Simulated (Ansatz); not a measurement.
# CH7BN2: basis-set convergence

The task here is to estimate one member of a computed series from the others.

Program: Ansatz 0.2.0, Gaussian basis. Level of theory: one geometry, several basis sets. These are calculated values, not measurements.

The runs, in order: PBE0-D4/def2-SVP; ωB97M-V/def2-SVP; PBE0-D4/def2-QZVPP; ωB97M-V/def2-QZVPP; the functionals' def2-TZVPP values are taken from earlier runs.

**The geometry**

All runs share one geometry, relaxed beforehand with PBE0-D4 in a triple-zeta def2 set.

11 atoms, charge 0, spin multiplicity 1.

Atoms are counted from 1 here; the program's logs count them from 0.

Bond lengths: B1–C2 1.565 Å, B1–N3 1.602 Å, B1–H5 1.200 Å, B1–H6 1.199 Å, C2–N3 1.521 Å, C2–N4 1.416 Å, C2–H7 1.088 Å, N3–H8 1.010 Å, N3–H9 1.009 Å, N4–H10 1.009 Å, N4–H11 1.008 Å. Angles: C2–B1–N3 57.4°, C2–B1–H5 117.7°, C2–B1–H6 119.1°, N3–B1–H5 112.6°, N3–B1–H6 113.1°, H5–B1–H6 119.9°, B1–C2–N3 62.5°, B1–C2–N4 121.8°, B1–C2–H7 120.0°, N3–C2–N4 112.0°, N3–C2–H7 109.1°, N4–C2–H7 116.0°, B1–N3–C2 60.1°, B1–N3–H8 119.4°, B1–N3–H9 122.0°, C2–N3–H8 111.9°, C2–N3–H9 118.0°, H8–N3–H9 113.8° and more.

The first run:

File in.yaml:

```yaml
crystal:
  periodic: [false, false, false]
  atoms:
    - {symbol: B, position_ang: [-1.083212, 0.580738, 0.149895]}
    - {symbol: C, position_ang: [0.440969, 0.326478, -0.098620]}
    - {symbol: N, position_ang: [-0.224912, -0.445841, 1.030120]}
    - {symbol: N, position_ang: [0.896506, -0.528338, -1.130943]}
    - {symbol: H, position_ang: [-1.866350, 0.025997, -0.571252]}
    - {symbol: H, position_ang: [-1.419042, 1.556601, 0.759960]}
    - {symbol: H, position_ang: [1.181634, 1.003902, 0.321466]}
    - {symbol: H, position_ang: [-0.277393, -1.434361, 0.830673]}
    - {symbol: H, position_ang: [0.054138, -0.235944, 1.976330]}
    - {symbol: H, position_ang: [1.899204, -0.577802, -1.228212]}
    - {symbol: H, position_ang: [0.463858, -0.328528, -2.018817]}
basis:
  gaussian: {orbitals: def2-SVP}
hamiltonian: {xc: pbe0, dispersion: d4}
output: {orbitals: {seedname: orbitals}}
```

Launch:

```console
ansatz run in.yaml --threads 2 --pin off --events-out ev --progress --plain --max-ram 4352MiB
```

Steps of the session up to this table: PBE0-D4 in def2-SVP; ωB97M-V in def2-SVP; PBE0-D4 in def2-QZVPP; ωB97M-V in def2-QZVPP.

One table of the session follows, with a row left open; its other results are not shown here.

It belongs to the step «Functionals by basis». 

```
functional       basis  HOMO (eV)  LUMO (eV)
   PBE0-D4    def2-SVP          ?          ?
   PBE0-D4  def2-TZVPP      -7.00       0.77
   PBE0-D4  def2-QZVPP      -7.04       0.36
   ωB97M-V    def2-SVP      -9.17       3.15
   ωB97M-V  def2-TZVPP      -9.36       2.13
   ωB97M-V  def2-QZVPP      -9.39       1.44
```

Q: Estimate the row for PBE0-D4, def2-SVP from the others.

The run gave: HOMO (eV): -6.81; LUMO (eV): 1.50. In the column «HOMO (eV)» it is the highest.
